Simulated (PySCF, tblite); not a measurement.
**C₅H₁₂OSi₃: geometry, infrared bands and NMR shifts**

Wanted: the infrared bands and NMR shifts of C₅H₁₂OSi₃ (`O=C1[SiH2][SiH2][SiH2][C@@H]1C1CC1`), by calculation.

Computed with tblite 0.8.0 and PySCF 2.14.0, with density-fitted response routines of our own, on a single molecule in the gas phase. Atoms count from 0, in the outputs and in this text.

## Step 1: Starting geometry

21 atoms, charge 0, multiplicity 1; geometry from: force field or distance geometry start.

Bonds of the start (Å): O0–C1 1.21, C1–Si2 1.85, Si2–Si3 2.24, Si3–Si4 2.26, Si4–C5 1.85, C5–C6 1.51, C6–C7 1.51, C7–C8 1.52, C5–C1 1.46, C8–C6 1.52, Si2–H9 1.47, Si2–H10 1.45, Si3–H11 1.46, Si3–H12 1.45, Si4–H13 1.45, Si4–H14 1.46, C5–H15 1.10, C6–H16 1.10, C7–H17 1.10, C7–H18 1.10, C8–H19 1.10, C8–H20 1.10.

## Step 2: Geometry optimisation with GFN2-xTB

Job settings and geometry (Å):

```
{"job": {"kind": "relax", "xc": "GFN2-xTB", "basis": "xTB"}, "charge": 0, "multiplicity": 1}
O     -0.785100     0.870100    -2.367600
C     -0.741700     0.491100    -1.220300
Si    -2.035400     0.940500     0.029800
Si    -2.568600    -1.189600     0.481200
Si    -0.441000    -1.868000     0.145000
C      0.292000    -0.351100    -0.621900
C      1.149300     0.359900     0.404900
C      1.917600     1.566000    -0.079100
C      2.657900     0.281200     0.272700
H     -3.163600     1.647400    -0.588900
H     -1.499600     1.615800     1.191600
H     -2.998400    -1.379800     1.861500
H     -3.489400    -1.713900    -0.506900
H     -0.355000    -3.070300    -0.657100
H      0.134500    -2.006700     1.484000
H      0.974000    -0.694500    -1.414400
H      0.771800     0.298500     1.438800
H      1.982600     2.355700     0.689400
H      1.787800     1.822800    -1.137500
H      3.108900    -0.245900    -0.577500
H      3.292300     0.288000     1.171900
```

Started as:

```console
$ OMP_NUM_THREADS=1 python probes_run.py task.json out
```

The driver reads the jobs from task.json and runs them one after another.

**Question.** This job is followed by: GFN2-xTB harmonic vibrations, gas phase; GIAO PBE0/pcSseg-1 NMR shielding, non-relativistic, gas phase. What will the session give for the following? strongest single infrared mode (GFN2-xTB); zero-point energy (GFN2-xTB); 13C shifts against TMS (PBE0/pcSseg-1); 1H shifts against TMS (PBE0/pcSseg-1); 17O shifts against H2O (PBE0/pcSseg-1); 29Si shifts against TMS (PBE0/pcSseg-1).

**Answer**, as computed:

| quantity | value |
| --- | --- |
| strongest single infrared mode (GFN2-xTB) | 2218 cm⁻¹, 687 km/mol |
| zero-point energy (GFN2-xTB) | 91.7 kcal/mol |
| 13C shifts against TMS (PBE0/pcSseg-1) | 250.6, 56.4, 14.0, 9.4, 7.3 ppm |
| 1H shifts against TMS (PBE0/pcSseg-1) | 4.50, 4.02, 3.92, 3.74, 3.65, 3.62, 1.46, 0.70, 0.70, 0.70, 0.32, 0.18 ppm |
| 17O shifts against H2O (PBE0/pcSseg-1) | 869.0 ppm |
| 29Si shifts against TMS (PBE0/pcSseg-1) | -78.1, -103.8, -133.2 ppm |

Over 114 steps the energy fell by 0.813 eV; of the close pairs, Si2–Si3 changed most, 2.242 to 2.333 Å. All 57 modes are real, so the xTB geometry is a minimum. The strongest single mode, at 2218 cm⁻¹, moves mainly H14 and H10. GFN2-xTB is a fitted tight-binding method: band positions and strengths are rough. Its intensities can rank the bands wrongly. At PBE0/pcSseg-1: The widest tensor belongs to O0: span 1730 ppm, with a paramagnetic part of -931 ppm.
